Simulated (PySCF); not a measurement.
# CH6ClFOSi2: the cost of one run

Computed with PySCF 2.14.0, with density-fitted response routines of our own, on a single molecule in the gas phase. Atoms count from 0, in the outputs and in this text.

### 1 Starting geometry

12 atoms, charge 0, multiplicity 1; geometry from: GFN2-xTB. The atoms were then displaced at random by about 0.01 Å, so the start is not that level's minimum.

Bonds of the start (Å): F0–Si1 1.59, Si1–C2 1.89, C2–Cl3 1.77, Si1–O4 1.60, O4–Si5 1.63, Si1–H6 1.45, C2–H7 1.08, C2–H8 1.11, Si5–H9 1.46, Si5–H10 1.47, Si5–H11 1.45.

### 2 Geometry optimisation at PBE0-D3(BJ)/def2-SVP

The job: settings as JSON, then the geometry in Å.

```
{"job": {"xc": "PBE0", "basis": "def2-SVP", "d3": "d3bj", "grid": 1, "shake": 0.01, "kind": "geom"}, "charge": 0, "multiplicity": 1}
F      0.985210     2.218880    -0.534540
Si     0.682050     0.942690     0.367660
C      1.856550    -0.392850    -0.285890
Cl     1.529070    -1.973270     0.447460
O     -0.835110     0.531780     0.095120
Si    -2.200850    -0.337540    -0.093350
H      0.889450     1.316540     1.753880
H      1.819320    -0.516180    -1.361380
H      2.912530    -0.175040    -0.008700
H     -1.840590    -1.559510    -0.807120
H     -2.691850    -0.625490     1.266110
H     -3.066080     0.541720    -0.848280
```

On the command line:

```console
> OMP_NUM_THREADS=1 python probes_run.py task.json out
```

This one command runs all jobs of the session in turn.

**Question.** How long does this first job take on 1 thread of Arm Neoverse V1, shared host, and how much memory does it need?

About 1.9 min, with a peak of 0.53 GiB.
